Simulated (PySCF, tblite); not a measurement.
**C₆H₈BF: geometry, infrared bands and NMR shifts**

What infrared bands and NMR shifts should C₆H₈BF (`BC1=C[C@@H](C=C)[C@H]1F`) show?

The runs use tblite 0.8.0 and PySCF 2.14.0, with density-fitted response routines of our own; the level of theory stands in each step. All values are computed, except where a source is named. Atoms are numbered from 0 throughout.

**1. The starting structure**

16 atoms, charge 0, multiplicity 1; geometry from: force field or distance geometry start.

Bonds of the start (Å): B0–C1 1.57, C1–C2 1.40, C2–C3 1.51, C3–C4 1.51, C4–C5 1.34, C3–C6 1.44, C6–F7 1.39, C6–C1 1.49, B0–H8 1.18, B0–H9 1.17, C2–H10 1.08, C3–H11 1.12, C4–H12 1.09, C5–H13 1.09, C5–H14 1.09, C6–H15 1.10.

**2. Relaxing the molecule with GFN2-xTB**

What the job is given:

```
{"job": {"kind": "relax", "xc": "GFN2-xTB", "basis": "xTB"}, "charge": 0, "multiplicity": 1}
B      2.855000     0.632000     0.499800
C      1.440700     0.071300     0.099200
C      0.641200    -0.958900     0.602400
C     -0.401700    -0.661300    -0.454000
C     -1.719900    -0.246500     0.165100
C     -2.754100     0.102500    -0.620100
C      0.433700     0.402700    -0.941800
F     -0.073200     1.679300    -0.741200
H      3.448700     0.160900     1.405500
H      3.303800     1.535300    -0.102200
H      0.716500    -1.679700     1.401800
H     -0.506900    -1.520800    -1.156600
H     -1.854600    -0.247300     1.246700
H     -2.652700     0.103300    -1.702100
H     -3.697200     0.400300    -0.166500
H      0.813200     0.236200    -1.956900
```

The run is started by

```console
$ OMP_NUM_THREADS=1 python probes_run.py task.json out
```

One launch serves the whole session: the jobs run in the order shown.

**Question.** This job is followed by: GFN2-xTB harmonic vibrations, gas phase; GIAO PBE0/pcSseg-1 NMR shielding, non-relativistic, gas phase. Predict these results of the whole session: strongest single infrared mode (GFN2-xTB); zero-point energy (GFN2-xTB); 13C shifts against TMS (PBE0/pcSseg-1); 1H shifts against TMS (PBE0/pcSseg-1, means over atoms taken as alike); 11B shifts against BF3·OEt2 (PBE0/pcSseg-1); 19F shifts against CFCl3 (PBE0/pcSseg-1).

**Answer**, as computed:

```
                                                              quantity                                         value
                             strongest single infrared mode (GFN2-xTB)                         1615 cm⁻¹, 136 km/mol
                                          zero-point energy (GFN2-xTB)                                 74.9 kcal/mol
                                13C shifts against TMS (PBE0/pcSseg-1)    182.8, 169.9, 145.2, 125.8, 94.2, 62.0 ppm
1H shifts against TMS (PBE0/pcSseg-1, means over atoms taken as alike)  7.81, 7.02, 6.11, 5.73, 5.61, 5.58, 3.77 ppm
                           11B shifts against BF3·OEt2 (PBE0/pcSseg-1)                                      68.7 ppm
                              19F shifts against CFCl3 (PBE0/pcSseg-1)                                    -208.5 ppm
```

Over 115 steps the energy fell by 0.590 eV; of the close pairs, C3–C6 changed most, 1.438 to 1.562 Å. All 42 modes are real, so the xTB geometry is a minimum. The strongest single mode, at 1615 cm⁻¹, moves mainly C1 and C2. GFN2-xTB is a fitted tight-binding method: band positions and strengths are rough. Its intensities can rank the bands wrongly.
